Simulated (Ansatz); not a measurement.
Run this with the Python package of Ansatz (0.2.0) and show what comes out.

The script, `c2h5nsi_torsion.py`:
```python
"""Energy of C2H5NSi as one group turns about a bond."""

import ansatz as az
from ase import Atoms

atoms = Atoms(["C", "C", "N", "Si", "H", "H", "H", "H", "H"], positions=[
    [-0.7258, 1.2834, -1.7802],
    [-0.148, 0.9317, -0.8508],
    [0.6084, 0.4797, 0.281],
    [0.1512, -0.91, 1.0482],
    [-1.3335, 1.6758, -2.6422],
    [1.6328, 0.4046, 0.0961],
    [0.9801, -1.1681, 2.2224],
    [-1.2911, -0.7158, 1.4699],
    [0.2143, -2.0276, 0.1385],
])

# start the scan from a relaxed geometry
first = az.Crystal.molecule_from_ase(atoms).calculation()
first = first.basis(gaussian="def2-SVP")
first = first.functional("CAM-B3LYP")
first = first.relax(force_tolerance=0.02, max_steps=80)
atoms.positions = first.run(threads=1).report["positions_ang"]

start = atoms.get_dihedral(1, 2, 3, 6)
energies = {}
for turn in range(0, 121, 15):
    turned = atoms.copy()
    turned.set_dihedral(1, 2, 3, 6, start + turn, indices=[3, 6, 7, 8])
    setup = (
        az.Crystal.molecule_from_ase(turned).calculation()
        .basis(gaussian="def2-SVP")
        .functional("CAM-B3LYP")
    )
    energies[round((start + turn) % 360)] = setup.run(threads=1).report["free_energy_ev"]
floor = min(energies.values())
print("dihedral C1-N2-Si3-H6 (deg)   E - E(min) (kcal/mol)")
for angle, e in sorted(energies.items()):
    print(f"{angle:8d} {23.060548 * (e - floor):14.3f}  " + "#" * int(30 * (e - floor) / max(max(energies.values()) - floor, 1e-9)))
```

Running `python c2h5nsi_torsion.py` prints:
```text
dihedral C1-N2-Si3-H6 (deg)   E - E(min) (kcal/mol)
     181          0.000
     196          0.204  ###
     211          0.704  ###########
     226          1.287  #####################
     241          1.710  ############################
     256          1.819  ##############################
     271          1.633  ##########################
     286          1.304  #####################
     301          1.010  ################
```

What to keep in mind:
- These settings explore the input space; basis and method may be short of convergence.
- The scan is rigid and the energies are electronic, in a modest basis. With rigid groups the curve can differ much from the relaxed path, the start wasn't checked as a minimum of this torsion, and equivalent turns needn't return to the same energy.
- The whole script took 25 s on 1 thread of AMD EPYC 9R45 (Zen 5) (shared host), peak memory 0.27 GiB.
